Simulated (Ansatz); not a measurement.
# GeNH₃ (triplet): wave-function methods side by side, cc-pVDZ

How much of the correlation energy of GeNH₃ (triplet) does each wave-function method recover here?

Program: Ansatz 0.2.0, Gaussian basis. Level of theory: cc-pVDZ, core rule «outside noble gas», up to 15 orbitals frozen. These are calculated values, not measurements.

The runs, in order: UHF; CCSD(T) on ROHF; CCSD(T) on UHF; BCCD(T) on ROHF; CISD; CCSDT(Q) on ROHF; CCSDT(Q) on UHF; CASSCF and MRCISD+Q, 12 electrons in 11 orbitals; CASSCF and NEVPT4(SD), 12 electrons in 11 orbitals; CASSCF and NEVPT2, 12 electrons in 11 orbitals.

3 further runs of the same task are left out: 3 set aside as unsound or not needed.

## Step 1: The system

The geometry is a PBE0/def2-TZVP stationary point (not a proven minimum) of the parent state, kept for this charge and spin. No spin-orbit coupling is included. The filled d shell of Ge may be among the frozen orbitals whatever the setting's name suggests; the logs give the count.

5 atoms, charge 0, spin multiplicity 3.

Atoms are counted from 1 here; the program's logs count them from 0.

Bond lengths: Ge1–N2 1.816 Å, Ge1–H3 1.602 Å, N2–H4 1.007 Å, N2–H5 1.008 Å. Angles: N2–Ge1–H3 92.7°, Ge1–N2–H4 125.7°, Ge1–N2–H5 121.9°, H4–N2–H5 112.5°.

## Step 2: UHF

Input file in.yaml:

```yaml
crystal:
  periodic: [false, false, false]
  atoms:
    - {symbol: Ge, position_ang: [0.000000, -0.029201, 0.335370]}
    - {symbol: N, position_ang: [0.000000, 0.033731, -1.479233]}
    - {symbol: H, position_ang: [0.000000, 1.567055, 0.464899]}
    - {symbol: H, position_ang: [0.000000, 0.871757, -2.038009]}
    - {symbol: H, position_ang: [0.000000, -0.803094, -2.040289]}
basis:
  gaussian: {orbitals: cc-pVDZ}
magnetization: {spin_polarized: true, initial_magnetization: 2}
hamiltonian: {xc: hf}
output: {orbitals: {seedname: orbitals}}
```

Launch:

```console
$ ansatz run in.yaml --threads 1 --pin off --events-out ev --progress --plain --max-ram 2560MiB --backend cpu
```

Further steps of the session: CCSD(T) on ROHF; CCSD(T) on UHF; BCCD(T) on ROHF; CISD; CCSDT(Q) on ROHF; CCSDT(Q) on UHF; CASSCF and MRCISD+Q, 12 electrons in 11 orbitals; CASSCF and NEVPT4(SD), 12 electrons in 11 orbitals; CASSCF and NEVPT2, 12 electrons in 11 orbitals.

Q: Predict the results of all the runs planned. Wanted: UCCSDT(Q) below the RHF energy; RMP2 from UCCSDT(Q); UMP2 from UCCSDT(Q); RCCSD from UCCSDT(Q); RCCSD(T) from UCCSDT(Q); UCCSD(T) from UCCSDT(Q); RCCSDT(Q) from UCCSDT(Q); NEVPT2 valence from UCCSDT(Q); NEVPT4(SD) valence from UCCSDT(Q).

**Answer**, as computed:

| quantity | value |
| --- | --- |
| UCCSDT(Q) below the RHF energy | -7.4641 eV |
| RMP2 from UCCSDT(Q) | +89.3 kJ/mol |
| UMP2 from UCCSDT(Q) | +87.6 kJ/mol |
| RCCSD from UCCSDT(Q) | +22.1 kJ/mol |
| RCCSD(T) from UCCSDT(Q) | +4.5 kJ/mol |
| UCCSD(T) from UCCSDT(Q) | +3.5 kJ/mol |
| RCCSDT(Q) from UCCSDT(Q) | +1.0 kJ/mol |
| NEVPT2 valence from UCCSDT(Q) | +101.7 kJ/mol |
| NEVPT4(SD) valence from UCCSDT(Q) | +11.3 kJ/mol |
| MRCISD+Q valence from UCCSDT(Q) | +3.2 kJ/mol |
| levels within 1 kcal/mol (43 meV) | UCCSD(T), RCCSDT, UCCSDT, RCCSDT(Q), MRCISD+Q valence |
| T1 diagnostic | 0.024 |
| effectively unpaired electrons | 2.02 |

**Reading.** RCCSD(T) misses by +4.5 kJ/mol, 0.6 % of the correlation energy. One determinant dominates. Of the multireference levels listed MRCISD+Q valence comes nearest in total energy (+3.2 kJ/mol), which doesn't show that its space is the better one. These misses are within one basis, not against nature; the frozen cores of restricted and unrestricted runs differ, which can shift their rows.
